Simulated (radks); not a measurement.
# Ir⁺ in [Xe] 4f14 5d7 6s1: an all-electron calculation

The task here is to estimate one member of a computed series from the others.

The numbers are computed with radks (a radial shooting solver on a logarithmic mesh, Libxc functionals) version 1 (scalar-relativistic Kohn-Sham, PW91, spin-unpolarised, spherical densities, point nucleus), except any that are marked as measured or tabulated.

## The atom as given

| Item | Value |
| --- | --- |
| element | iridium (Z = 77) |
| charge | +1 |
| electrons | 76 |
| configuration | [Xe] 4f14 5d7 6s1 |

Outer shells as boxes (Hund's rule):

Ir⁺
```
[Xe] core
4f [↑↓][↑↓][↑↓][↑↓][↑↓][↑↓][↑↓]
5d [↑↓][↑↓][↑ ][↑ ][↑ ]
6s [↑ ]
```

The first run:

The run's settings:

```text
Z 77
configuration [Xe] 4f14 5d7 6s1 6p0 7s0 5f0 6d0
relativity scalar-relativistic
functional pw91,pw91
spin unpolarised
nucleus point
c 137.035999084
```

Command:

```sh
> python run_ks.py task.json out
```

The same process makes all the runs of this session.

One of the session's tables, all rows but one given; the rest of the session is left out.

It belongs to the step «Radial structure». From the orbitals of this run (lengths in bohr):

| level | <r> | outermost maximum (interpolated) | 90 % within | nodes |
| --- | --- | --- | --- | --- |
| 1s | 0.01743 | 0.0108 | 0.0318 | 0 |
| 2s | 0.07360 | 0.0623 | 0.114 | 1 |
| 2p | 0.06624 | 0.0514 | 0.108 | 0 |
| 3s | 0.1904 | 0.176 | 0.279 | 2 |
| 3p | 0.1913 | 0.174 | 0.286 | 1 |
| 3d | 0.1733 | 0.142 | 0.269 | 0 |
| 4s | 0.4233 | 0.397 | 0.607 | 3 |
| 4p | 0.4505 | 0.417 | 0.654 | 2 |
| 4d | 0.4784 | 0.426 | 0.715 | 1 |
| 5s | 0.9777 | 0.890 | 1.40 | 4 |
| 4f | 0.5352 | 0.395 | 0.869 | 0 |
| 5p | 1.134 | 1.00 | 1.65 | 3 |
| 5d | 1.670 | 1.30 | 2.61 | 2 |
| 6s | ? | ? | ? | ? |
| 6p | 3.662 | 3.05 | 5.45 | 4 |

Q: Estimate the row for 6s from the others.

**Answer.** <r>: 2.702; outermost maximum (interpolated): 2.32; 90 % within: 3.96; nodes: 5. In the column «<r>» it lies between 5d (1.670) and 6p (3.662).

To keep in mind: Spin polarisation and multiplet splitting are left out.
